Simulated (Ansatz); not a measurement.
Relaxation of a periodic cell of 13 atoms, HOs$_{12}$ (host Os, host structure hcp, interstitial H), to a largest force component of 0.08 eV/Å in at most 25 steps.

These are results of Ansatz 0.2.0, DFT PBE, scalar-relativistic, plane waves, PAW, not measurements. Settings: cutoff 420 eV, k mesh 2x2x3, fermi-dirac smearing 0.05 eV, no spin polarisation.

```xyz
13
Lattice="5.4800 0.0000 0.0000 -4.1100 7.1187 0.0000 0.0000 0.0000 4.3265" Properties=species:S:1:pos:R:3
Os 0.000 0.000 0.000
Os 0.000 1.582 2.163
Os -1.370 2.373 0.000
Os -1.370 3.955 2.163
Os -2.740 4.746 0.000
Os -2.740 6.328 2.163
Os 2.740 0.000 0.000
Os 2.740 1.582 2.163
Os 1.370 2.373 0.000
Os 1.370 3.955 2.163
Os 0.000 4.746 0.000
Os 0.000 6.328 2.163
H 1.343 0.818 1.147
```

Where does it end, and by what steps?

The forces met the threshold. Limits of this set-up: coarse k mesh, odd electron count without spin, a small cell, in which the defect meets its images. After 4 steps the energy has fallen by 0.176 eV; H13 moved furthest, 0.07 Å.

```csv
step,energy less start (eV),largest force component (eV/Å),accepted
0,0.0000,1.251,yes
1,-0.0428,1.286,yes
2,-0.1696,0.137,yes
3,-0.1753,0.091,yes
4,-0.1762,0.050,yes
```

```xyz
13
Lattice="5.4800 0.0000 0.0000 -4.1100 7.1187 0.0000 0.0000 0.0000 4.3265" Properties=species:S:1:pos:R:3
Os -0.034 -0.002 -0.015
Os -0.038 1.582 2.186
Os -1.372 2.414 -0.002
Os -1.366 3.952 2.152
Os -2.738 4.745 0.021
Os -2.744 6.290 2.200
Os 2.774 0.005 -0.013
Os 2.771 1.588 2.188
Os 1.368 2.414 -0.027
Os 1.364 3.958 2.151
Os -0.009 4.754 0.022
Os -0.002 6.292 2.176
H 1.369 0.793 1.087
```

Whether the end is a true minimum wasn't checked by a vibrational analysis.

Run time: 32 s on 2 threads of Arm Neoverse V1, on a shared host, peak memory 0.61 GiB.
